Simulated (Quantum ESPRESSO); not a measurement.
## Bi2Te3 (Tellurobismuthite): single point with PBEsol

The system is Bi2Te3 (Tellurobismuthite).

```
Bi Te
1.0
     2.19300    1.26613   10.16567
    -2.19300    1.26613   10.16567
     0.00000   -2.53226   10.16567
Bi Te
2 3
Direct
  0.60000 0.60000 0.60000
  0.40000 0.40000 0.40000
  0.79050 0.79050 0.79050
  0.20950 0.20950 0.20950
  0.00000 0.00000 0.00000
```

| Quantity | Value |
| --- | --- |
| Program | Quantum ESPRESSO 7.5 |
| Task | single point |
| Functional | PBEsol |
| Potentials or basis | PseudoDojo 0.4.1 SR PBEsol standard |
| Cutoff | 1088 eV |
| Density cutoff | 4354 eV |
| k mesh | 7 × 7 × 7 |
| Occupations | fermi-dirac, width 0.05 eV |
| Spin | no spin polarisation |

```json
{
 "Pressure": "-0.5 GPa",
 "Largest force": "0.091 eV/Å",
 "Band gap on the k mesh": "0.23 eV, direct"
}
```

Forces in eV/Å, atoms in the order of the input:
```
Bi   0.000  0.000 -0.031
Bi   0.000  0.000  0.031
Te   0.000  0.000 -0.091
Te   0.000  0.000  0.091
Te   0.000  0.000  0.000
```

Stress tensor (GPa, compression positive):
```
-0.41  0.00  0.00
 0.00 -0.41  0.00
 0.00  0.00 -0.76
```

Levels at points of the mesh, in eV from the valence-band top:
```csv
k point,band 36,band 37,band 38,band 39,band 40,band 41,band 42,band 43
"(0.00, 0.00, 0.00)",-1.69,-0.85,-0.85,0.00,0.23,0.64,0.64,1.96
```

Run time: 14 min on 2 MPI ranks on Intel(R) Xeon(R) 6975P-C (Granite Rapids), on a shared host, peak memory 1.3 GiB a rank.

The gap isn't set beside the measured one, since this odd mesh misses points on the zone boundary.

Caveat: spin-orbit coupling is left out, which as a rule narrows the gap of such compounds by several tenths of an eV; an odd mesh through Γ misses points on the zone boundary, where band edges often lie.
